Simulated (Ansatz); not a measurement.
SiTe:

```
CELL_PARAMETERS angstrom
3.71434 0.00000 0.00000
-1.85717 3.21671 0.00000
0.00000 0.00000 4.97637
ATOMIC_POSITIONS crystal
Si 0.00000 0.00000 0.50000
Te 0.00000 0.00000 0.00000
```

The cell was built by a generator and needn't be a form met in nature.

```yaml
Program: Ansatz 0.2.0
Task: relaxation of cell and atoms
Functional: PBEsol
Dispersion: D3(BJ)
Potentials_or_basis: Ansatz PAW
Cutoff: "420 eV (not typed: the program's choice for these potentials)"
k_mesh: 8 × 8 × 6
Occupations: fermi-dirac, width 0.05 eV
Spin: no spin polarisation
```

At the start: volume 29.73 Å³/atom.

Task: Where does the relaxation end?

Result: It ends after 9 steps and the volume is 22.30 Å³/atom (-25.0 %); space group P6/mmm (No. 191, to 0.05 Å).

Step by step:
```tsv
step	energy change (eV)	largest force (eV/Å)	volume (Å³)
1	0.0000	0.0000	59.46
2	-0.2813	0.0000	54.31
3	-0.6943	0.0000	49.88
4	-1.1240	0.0000	46.39
5	-1.1667	0.0000	45.69
6	-1.1734	0.0000	44.96
7	-1.1742	0.0000	44.58
8	-1.1743	0.0000	44.61
9	-1.1735	0.0000	44.61
```

Final structure:
```
Si Te
1.0
     3.08476    0.00000    0.00000
    -1.54238    2.67148    0.00000
     0.00000    0.00000    5.41304
Si Te
1 1
Direct
  0.00000 0.00000 0.50000
  0.00000 0.00000 0.00000
```

Caveat: the volume moved by over 15 % at a fixed basis, so the end points are rough; the plane-wave basis is chosen anew once the cell has moved, so the energies of steps on either side of that aren't comparable; the PAW data sets come from PBE, with cores solved anew for the run's functional, which leaves a small shift of forces and pressure.
